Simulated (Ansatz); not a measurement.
# CH6O2Si: a ladder of functionals and wavefunction methods

How much do the methods differ for CH6O2Si? The plan is to run it at one geometry with functionals of several rungs and with coupled cluster. The yardstick is the atomisation energy at the CCSD(T) limit.

Method: functionals in def2-TZVPP, the program's frozen cores in correlated methods; program: Ansatz 0.2.0, Gaussian basis.

Levels to be run: LDA (SPW92), PBE-D4, revPBE-D4, BLYP-D4, r2SCAN-D4, B97M-V, PBE0-D4, B3LYP-D4, r2SCANh-D4, r2SCAN0-D4, HSE06-D4, BHLYP-D4, CAM-B3LYP-D4, LC-ωPBE, ωB97X-V, ωB97M-V, B2PLYP, PBE-QIDH; CCSD(T)/def2-SVP; CCSD(T)/def2-TZVPP; MP2/def2-QZVPP; extrapolation to the limit; RPA on PBE.

## Step 1: The geometry

The geometry comes from an earlier relaxation with PBE0-D4 in a triple-zeta def2 set; it is a stationary point, not always the lowest conformer.

SMILES `OC[SiH2]O`, 10 atoms, charge 0, spin multiplicity 1.

Atoms are counted from 1 here; the program's logs count them from 0.

Bond lengths: O1–C2 1.422 Å, O1–H5 0.962 Å, C2–Si3 1.881 Å, C2–H6 1.094 Å, C2–H7 1.101 Å, Si3–O4 1.658 Å, Si3–H8 1.492 Å, Si3–H9 1.482 Å, O4–H10 0.957 Å. Angles: C2–O1–H5 108.0°, O1–C2–Si3 110.3°, O1–C2–H6 107.1°, O1–C2–H7 111.3°, Si3–C2–H6 110.6°, Si3–C2–H7 111.0°, H6–C2–H7 106.3°, C2–Si3–O4 107.3°, C2–Si3–H8 111.0°, C2–Si3–H9 110.8°, O4–Si3–H8 110.9°, O4–Si3–H9 106.1°, H8–Si3–H9 110.6°, Si3–O4–H10 117.7°.

## Step 2: LDA

This LDA is Slater exchange with PW92 correlation.

in.yaml

```yaml
crystal:
  periodic: [false, false, false]
  atoms:
    - {symbol: O, position_ang: [-1.443887, 1.148124, 0.182561]}
    - {symbol: C, position_ang: [-0.242975, 0.717202, 0.811168]}
    - {symbol: Si, position_ang: [0.375364, -0.872979, 0.019459]}
    - {symbol: O, position_ang: [0.330473, -0.654715, -1.623279]}
    - {symbol: H, position_ang: [-1.326022, 1.070196, -0.769250]}
    - {symbol: H, position_ang: [-0.473717, 0.557312, 1.868885]}
    - {symbol: H, position_ang: [0.529092, 1.501538, 0.777983]}
    - {symbol: H, position_ang: [1.758485, -1.195102, 0.475526]}
    - {symbol: H, position_ang: [-0.545487, -1.997227, 0.309958]}
    - {symbol: H, position_ang: [1.121772, -0.325550, -2.050113]}
basis:
  gaussian: {orbitals: def2-TZVPP}
hamiltonian: {xc: lda}
output: {orbitals: {seedname: orbitals}}
```

Run with:

```
$ ansatz run in.yaml --threads 2 --pin off --events-out ev --progress --plain --max-ram 4352MiB
```

After this run come: PBE-D4 (GGA); revPBE-D4 (GGA); BLYP-D4 (GGA); r2SCAN-D4 (meta-GGA); B97M-V (meta-GGA); B3LYP-D4 (hybrid); r2SCANh-D4 (hybrid); r2SCAN0-D4 (hybrid); HSE06-D4 (hybrid); BHLYP-D4 (hybrid); CAM-B3LYP-D4 (range-separated); LC-ωPBE (range-separated); ωB97X-V (range-separated); ωB97M-V (range-separated); B2PLYP (double hybrid); PBE-QIDH (double hybrid); CCSD(T) in def2-SVP; CCSD(T) in def2-TZVPP; MP2 in def2-QZVPP; RPA on PBE orbitals.

Q: Predict the results of all the runs planned. Wanted: atomisation energy, CCSD(T)/CBS; farthest beyond LDA; mean size of error, GGA; mean size of error, meta-GGA; mean size of error, hybrid; mean size of error, range-separated; mean size of error, double hybrid; gap, smallest and largest; T1 diagnostic.

The runs gave:

| quantity | value |
| --- | --- |
| atomisation energy, CCSD(T)/CBS | 3600.6 kJ/mol |
| functionals within 18.0 kJ/mol (0.5 %) | r2SCAN-D4, CAM-B3LYP-D4, ωB97X-V, ωB97M-V |
| farthest beyond LDA | BHLYP-D4 (-136.8 kJ/mol) |
| mean size of error, GGA | 38.6 kJ/mol |
| mean size of error, meta-GGA | 19.4 kJ/mol |
| mean size of error, hybrid | 62.0 kJ/mol |
| mean size of error, range-separated | 12.6 kJ/mol |
| mean size of error, double hybrid | 59.7 kJ/mol |
| gap, smallest and largest | 4.94 eV (LDA (SPW92)), 12.38 eV (LC-ωPBE) |
| T1 diagnostic | 0.0111 |
| triples share of the correlation energy | 3.4 % |

What this shows: LDA overbinds by 502.7 kJ/mol (14 %). PBE-D4 misses by +24.6 kJ/mol. Double hybrids carry the basis error of their MP2 part in triple zeta, and no dispersion term here, so their miss is partly the set-up's. By mean error the best rung here is range-separated (12.6 kJ/mol) and the worst beyond LDA is hybrid (62.0 kJ/mol). The gap between the best rungs is small, so their order is not settled. The mean of the hybrids holds BHLYP, with half exact exchange. Misses under about 18.0 kJ/mol are within the doubt on the reference itself, which lacks core-valence correlation, relativity and higher excitations. Hartree-Fock recovers 71 % of the binding; the rest is correlation. CCSD(T) in def2-SVP is off by -260.7 kJ/mol, more than most functionals: a good method in a small basis is no reference. Orbital gaps span 4.9 to 12.4 eV; exact exchange widens them.
